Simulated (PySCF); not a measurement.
# C5H2FNO: excited states, first hyperpolarisability

Wanted: excited states, first hyperpolarisability for C5H2FNO (`[C-]#[N+]c1ccc(F)o1`).

Programs: PySCF 2.14.0, with routines of our own; each step states its level. All values are computed. Atoms count from 0.

### Step 1. The system as given

10 atoms, charge 0, multiplicity 1; geometry from: GFN2-xTB.

### Step 2. Relaxing the molecule at PBE0-D3(BJ)/def2-SVP

Job settings and geometry (Å):

```
{"job": {"xc": "PBE0", "basis": "def2-SVP", "d3": "d3bj", "grid": 2, "kind": "geom"}, "charge": 0, "multiplicity": 1}
C      3.324910     0.195549    -0.375208
N      2.162929     0.157548    -0.255358
C      0.829609     0.095380    -0.111365
C      0.030131    -0.929652     0.318782
C     -1.297302    -0.438365     0.269298
C     -1.179990     0.836936    -0.185149
F     -2.100805     1.754787    -0.419261
O      0.084738     1.188329    -0.423453
H      0.351489    -1.902149     0.628669
H     -2.196827    -0.953708     0.530516
```

The run is started by

```
$ OMP_NUM_THREADS=1 python excited_run.py task.json out
```

One launch serves the whole session: the jobs run in the order shown.

The program printed:

```text
step   0  E = -420.69956433  max force = 0.024255
step   1  E = -420.69748409  max force = 0.010768
step   2  E = -420.70024855  max force = 0.008419
step   3  E = -420.70023000  max force = 0.013303
step   4  E = -420.70105751  max force = 0.004676
step   5  E = -420.70119857  max force = 0.002153
step   6  E = -420.70124911  max force = 0.000968
step   7  E = -420.70125608  max force = 0.000518
step   8  E = -420.70126099  max force = 0.000226
optimisation converged
```

It took 40 s on 1 thread of Intel Xeon 6975P-C, shared host; peak memory 0.62 GiB.

Along the way: (the energy doesn't fall at every step)

| step | energy from step 0 (eV) | largest force component (eV/Å) |
| --- | --- | --- |
| 0 | 0.0000 | 1.2472 |
| 1 | 0.0566 | 0.5537 |
| 2 | -0.0186 | 0.4329 |
| 3 | -0.0181 | 0.6841 |
| 4 | -0.0406 | 0.2404 |
| 5 | -0.0445 | 0.1107 |
| 6 | -0.0458 | 0.0498 |
| 7 | -0.0460 | 0.0266 |
| 8 | -0.0462 | 0.0116 |

Distances of close pairs at the start and the end, largest changes first:

| bond | before (Å) | after (Å) | change (Å) |
| --- | --- | --- | --- |
| C5–F6 | 1.321 | 1.299 | -0.022 |
| C4–H9 | 1.069 | 1.086 | +0.017 |
| C3–H8 | 1.070 | 1.087 | +0.017 |
| C3–C4 | 1.416 | 1.430 | +0.014 |
| C0–N1 | 1.169 | 1.180 | +0.011 |
| N1–C2 | 1.343 | 1.349 | +0.006 |
| C2–C3 | 1.369 | 1.366 | -0.003 |
| C2–O7 | 1.359 | 1.362 | +0.003 |

The next job starts from the end point, and lists it.

| at the end point | value |
| --- | --- |
| point group (found at 0.08 Å tolerance) | Cs |
| rotational constants (GHz, main isotopes) | 6.138, 1.474, 1.189 |
| dipole moment (D) | 3.59 |

### Step 3. Excited states: TDA CAM-B3LYP/def2-TZVPD

Job settings and geometry (Å):

```
{"job": {"kind": "states", "xc": "CAM-B3LYP", "basis": "def2-TZVPD", "tda": true, "soc": true, "nstates": 6, "ntriplets": 5, "nquad": 4}, "charge": 0, "multiplicity": 1}
C      3.233262     0.004056    -0.946172
N      2.099838     0.005307    -0.619329
C      0.805588     0.005358    -0.239300
C     -0.089309    -0.998878    -0.002549
C     -1.311603    -0.359833     0.374398
C     -1.032241     0.970287     0.327460
F     -1.757745     2.020921     0.568988
O      0.223462     1.220315    -0.036564
H      0.109201    -2.063728    -0.090491
H     -2.259839    -0.816580     0.642290
```

Method: TDA CAM-B3LYP/def2-TZVPD excited states, vertical, gas phase, spin-orbit mean-field couplings.

The program printed:

```text
coarse grid: 9904 points
cycle   1  E = -421.3664463619  dE =  1.926e+00  |g| = 7.194e-01  |ddm| = 3.698e+00
cycle   2  E = -421.3460587542  dE =  2.039e-02  |g| = 8.497e-01  |ddm| = 1.073e+00
cycle   3  E = -421.4625811619  dE = -1.165e-01  |g| = 7.349e-02  |ddm| = 5.055e-01
cycle   4  E = -421.4629936821  dE = -4.125e-04  |g| = 5.859e-02  |ddm| = 1.062e-01
cycle   5  E = -421.4636562335  dE = -6.626e-04  |g| = 1.249e-02  |ddm| = 4.459e-02
cycle   6  E = -421.4636861476  dE = -2.991e-05  |g| = 4.867e-03  |ddm| = 1.402e-02
cycle   7  E = -421.4636912389  dE = -5.091e-06  |g| = 9.179e-04  |ddm| = 4.541e-03
final grid: 100592 points
cycle   8  E = -421.4605435642  dE = -4.164e-05  |g| = 4.019e-03  |ddm| = 1.905e-01
cycle   9  E = -421.4605418295  dE =  1.735e-06  |g| = 4.952e-03  |ddm| = 1.402e-02
cycle  10  E = -421.4605463277  dE = -4.498e-06  |g| = 5.954e-04  |ddm| = 3.656e-03
cycle  11  E = -421.4605463867  dE = -5.903e-08  |g| = 2.270e-04  |ddm| = 8.127e-04
cycle  12  E = -421.4605463950  dE = -8.236e-09  |g| = 8.582e-05  |ddm| = 2.797e-04
cycle  13  E = -421.4605463961  dE = -1.162e-09  |g| = 1.316e-05  |ddm| = 9.886e-05
cycle  14  E = -421.4605463962  dE = -3.081e-11  |g| = 1.007e-05  |ddm| = 2.932e-05
converged SCF energy = -421.4605463962

Singlet excitations
state   eV       nm        f     d(h-e)  d(exc)  Lambda  PR(NTO)  |dmu|/D   mu/D   main configurations
  1   5.6430   219.7   0.48966   1.065   3.042   0.751   1.161    2.905    6.042   H->L 0.92
  2   5.6741   218.5   0.00027   1.436   3.352   0.361   1.034    4.408    7.820   H->L+1 0.51, H->L+2 0.40
  3   6.2072   199.7   0.00202   0.074   3.693   0.360   1.058    0.762    3.363   H->L+2 0.46, H->L+1 0.43
  4   6.8098   182.1   0.00563   1.124   4.016   0.275   1.048    4.558    2.466   H->L+3 0.85
  5   6.8994   179.7   0.00914   0.421   2.997   0.680   1.877                     H->L+5 0.53, H-1->L 0.40
  6   7.0674   175.4   0.00358   1.524   4.198   0.237   1.048                     H->L+4 0.91

Triplet excitations (Tamm-Dancoff)
state   eV     d(h-e)  d(exc)  Lambda  PR(NTO)   main configurations
  1   3.4364   0.394   2.688   0.756   1.072   H->L 0.91
  2   5.1187   0.205   2.439   0.681   1.508   H->L+5 0.66, H-1->L 0.18
  3   5.4055   1.398   3.213   0.361   1.064   H->L+1 0.44, H->L+2 0.43
  4   5.5311   1.219   2.468   0.458   1.006   H-2->L 0.78, H-2->L+11 0.12
  5   5.5435   0.693   1.845   0.493   1.003   H-2->L+2 0.71, H-2->L+1 0.15
S1 - T1 = 2.2067 eV

Spin-orbit couplings |<S|Hso|T>| (cm-1)
             T1       T2       T3       T4       T5
S0        0.085    0.066    6.743   17.173   20.909
S1        0.025    0.097   10.439    1.870    0.819
S2        4.888    6.414    0.323    0.146    1.006
S3        2.481    3.945    0.312    0.080    0.346
S4        3.193    0.379    0.354    0.011    0.422
S5        0.069    0.020    4.120    0.768    0.094
S6        5.263    5.777    0.914    0.014    0.210
T1 sublevels (cm-1): 0.000 0.001 0.001   radiative rates (1/s): 0.0267 0.0165 0.000682
```

It took 49 s on 1 thread of Intel Xeon 6975P-C, shared host; peak memory 1.2 GiB.

In short:

| quantity | value |
| --- | --- |
| S1 less T1 | 2.21 eV |

### Step 4. Excited states: TDDFT CAM-B3LYP/def2-TZVPD

The job, as its differences from that of step 3:

```diff
@@ -1,2 +1,2 @@
-{"job": {"kind": "states", "xc": "CAM-B3LYP", "basis": "def2-TZVPD", "tda": true, "soc": true, "nstates": 6, "ntriplets": 5, "nquad": 4}, "charge": 0, "multiplicity": 1}
+{"job": {"kind": "states", "xc": "CAM-B3LYP", "basis": "def2-TZVPD", "tpa": true, "nstates": 8, "nquad": 6, "ntriplets": 0}, "charge": 0, "multiplicity": 1}
 C      3.233262     0.004056    -0.946172
```

With the program's defaults for keys left out, this is: TDDFT CAM-B3LYP/def2-TZVPD excited states, vertical, gas phase, two-photon moments by quadratic response.

The program printed:

```text
coarse grid: 9904 points
cycle   1  E = -421.3664463619  dE =  1.926e+00  |g| = 7.194e-01  |ddm| = 3.698e+00
cycle   2  E = -421.3460587542  dE =  2.039e-02  |g| = 8.497e-01  |ddm| = 1.073e+00
cycle   3  E = -421.4625811619  dE = -1.165e-01  |g| = 7.349e-02  |ddm| = 5.055e-01
cycle   4  E = -421.4629936821  dE = -4.125e-04  |g| = 5.859e-02  |ddm| = 1.062e-01
cycle   5  E = -421.4636562335  dE = -6.626e-04  |g| = 1.249e-02  |ddm| = 4.459e-02
cycle   6  E = -421.4636861476  dE = -2.991e-05  |g| = 4.867e-03  |ddm| = 1.402e-02
cycle   7  E = -421.4636912389  dE = -5.091e-06  |g| = 9.179e-04  |ddm| = 4.541e-03
final grid: 100592 points
cycle   8  E = -421.4605435642  dE = -4.164e-05  |g| = 4.019e-03  |ddm| = 1.905e-01
cycle   9  E = -421.4605418295  dE =  1.735e-06  |g| = 4.952e-03  |ddm| = 1.402e-02
cycle  10  E = -421.4605463277  dE = -4.498e-06  |g| = 5.954e-04  |ddm| = 3.656e-03
cycle  11  E = -421.4605463867  dE = -5.903e-08  |g| = 2.270e-04  |ddm| = 8.127e-04
cycle  12  E = -421.4605463950  dE = -8.238e-09  |g| = 8.582e-05  |ddm| = 2.797e-04
cycle  13  E = -421.4605463961  dE = -1.160e-09  |g| = 1.316e-05  |ddm| = 9.886e-05
cycle  14  E = -421.4605463962  dE = -3.115e-11  |g| = 1.007e-05  |ddm| = 2.932e-05
converged SCF energy = -421.4605463962

Singlet excitations
state   eV       nm        f     d(h-e)  d(exc)  Lambda  PR(NTO)  |dmu|/D   mu/D   delta(TPA)   sigma/GM   main configurations
  1   5.3489   231.8   0.35936   0.951   2.983   0.745   1.204    2.616    5.780      266.26      2.791   H->L 0.96
  2   5.6570   219.2   0.00028   1.444   3.354   0.361   1.033    4.424    7.838        2.11      0.025   H->L+1 0.50, H->L+2 0.40
  3   6.2000   200.0   0.00178   0.086   3.694   0.360   1.057    0.829    3.367        5.35      0.075   H->L+2 0.46, H->L+1 0.43
  4   6.7948   182.5   0.00397   0.324   3.001   0.679   1.928    1.057    2.702      320.35      5.419   H->L+5 0.59, H-1->L 0.35
  5   6.8024   182.3   0.00466   1.143   4.015   0.276   1.049    4.603    2.565       22.57      0.383   H->L+3 0.84
  6   7.0642   175.5   0.00294   1.534   4.199   0.237   1.049    6.810    3.222       25.60      0.468   H->L+4 0.90
  7   7.3159   169.5   0.05084   1.817   3.082   0.473   1.042                                            H-2->L 0.93
  8   7.4948   165.4   0.21516   0.973   2.840   0.602   2.500                                            H-1->L 0.47, H->L+5 0.25, H->L+6 0.11
```

Wall time 58 s (1 thread of Intel Xeon 6975P-C, shared host); peak memory 1.2 GiB.

### Step 5. First hyperpolarisability: quadratic response CAM-B3LYP/def2-TZVPD

The job, as its differences from that of step 4:

```diff
@@ -1,2 +1,2 @@
-{"job": {"kind": "states", "xc": "CAM-B3LYP", "basis": "def2-TZVPD", "tpa": true, "nstates": 8, "nquad": 6, "ntriplets": 0}, "charge": 0, "multiplicity": 1}
+{"job": {"kind": "beta", "xc": "CAM-B3LYP", "basis": "def2-TZVPD"}, "charge": 0, "multiplicity": 1}
 C      3.233262     0.004056    -0.946172
```

With the program's defaults for keys left out, this is: quadratic response CAM-B3LYP/def2-TZVPD first hyperpolarisability, Taylor convention, gas phase.

The program printed:

```text
coarse grid: 9904 points
cycle   1  E = -421.3664463620  dE =  1.926e+00  |g| = 7.194e-01  |ddm| = 3.698e+00
cycle   2  E = -421.3460587541  dE =  2.039e-02  |g| = 8.497e-01  |ddm| = 1.073e+00
cycle   3  E = -421.4625811619  dE = -1.165e-01  |g| = 7.349e-02  |ddm| = 5.055e-01
cycle   4  E = -421.4629936821  dE = -4.125e-04  |g| = 5.859e-02  |ddm| = 1.062e-01
cycle   5  E = -421.4636562335  dE = -6.626e-04  |g| = 1.249e-02  |ddm| = 4.459e-02
cycle   6  E = -421.4636861476  dE = -2.991e-05  |g| = 4.867e-03  |ddm| = 1.402e-02
cycle   7  E = -421.4636912389  dE = -5.091e-06  |g| = 9.179e-04  |ddm| = 4.541e-03
final grid: 100592 points
cycle   8  E = -421.4605435642  dE = -4.164e-05  |g| = 4.019e-03  |ddm| = 1.905e-01
cycle   9  E = -421.4605418295  dE =  1.735e-06  |g| = 4.952e-03  |ddm| = 1.402e-02
cycle  10  E = -421.4605463277  dE = -4.498e-06  |g| = 5.954e-04  |ddm| = 3.656e-03
cycle  11  E = -421.4605463867  dE = -5.903e-08  |g| = 2.270e-04  |ddm| = 8.127e-04
cycle  12  E = -421.4605463950  dE = -8.237e-09  |g| = 8.582e-05  |ddm| = 2.797e-04
cycle  13  E = -421.4605463961  dE = -1.161e-09  |g| = 1.316e-05  |ddm| = 9.886e-05
cycle  14  E = -421.4605463962  dE = -3.070e-11  |g| = 1.007e-05  |ddm| = 2.932e-05
converged SCF energy = -421.4605463962

Lowest singlets (eV, f): 5.3489 0.3594  5.6570 0.0003  6.2000 0.0018

First hyperpolarisability (au)
process     nm      |vector|   parallel      HRS      DR
static         -      581.10     244.05     237.26   5.248
shg       1907.0      620.68     263.15     253.87   5.218
eope      1907.0      593.77     250.15          -       -
shg       1064.0      728.48     315.46     299.15   5.155
eope      1064.0      623.65     264.59          -       -
```

Wall time 45 s (1 thread of Intel Xeon 6975P-C, shared host); peak memory 1.2 GiB.

### Step 6. Excited states: CAM-B3LYP/def2-TZVPD in carbondisulfide

The job, as its differences from that of step 5:

```diff
@@ -1,2 +1,2 @@
-{"job": {"kind": "beta", "xc": "CAM-B3LYP", "basis": "def2-TZVPD"}, "charge": 0, "multiplicity": 1}
+{"job": {"kind": "states", "xc": "CAM-B3LYP", "basis": "def2-TZVPD", "tda": true, "soc": true, "nstates": 6, "ntriplets": 5, "nquad": 4, "solvent": "carbondisulfide"}, "charge": 0, "multiplicity": 1}
 C      3.233262     0.004056    -0.946172
```

With the program's defaults for keys left out, this is: CAM-B3LYP/def2-TZVPD.

The program printed:

```text
KeyError: 'carbondisulfide'
```

Hardware: 1 thread of Intel Xeon 6975P-C, shared host.

Diagnosis: The input was refused with the message shown. The remedy is to check the setting that the message names.

### Step 7. What came out

| quantity | value |
| --- | --- |
| point group | Cs |
| rotational constants (main isotopes) | 6.14, 1.47, 1.19 GHz |
| S1 less T1 (step 3, TDA CAM-B3LYP/def2-TZVPD) | 2.21 eV |
| β vector (step 5, quadratic response CAM-B3LYP/def2-TZVPD) | static 581, SHG 1907.0 nm 621, SHG 1064.0 nm 728 au |
| runs | 1 failed, 0 ended on unsound input |

Over 8 steps the energy fell by 0.046 eV; of the close pairs, C5–F6 changed most, 1.321 to 1.299 Å. In step 3, the number of triplets below S1 is at least 5, and the largest singlet-triplet spin-orbit coupling is S0–T5, 20.91 cm⁻¹. In step 4 some excited states are degenerate or nearly so. β grows from 581 au (static) to 728 au for doubling at 1064.0 nm: normal dispersion, which grows as twice the photon energy moves toward the bright states.
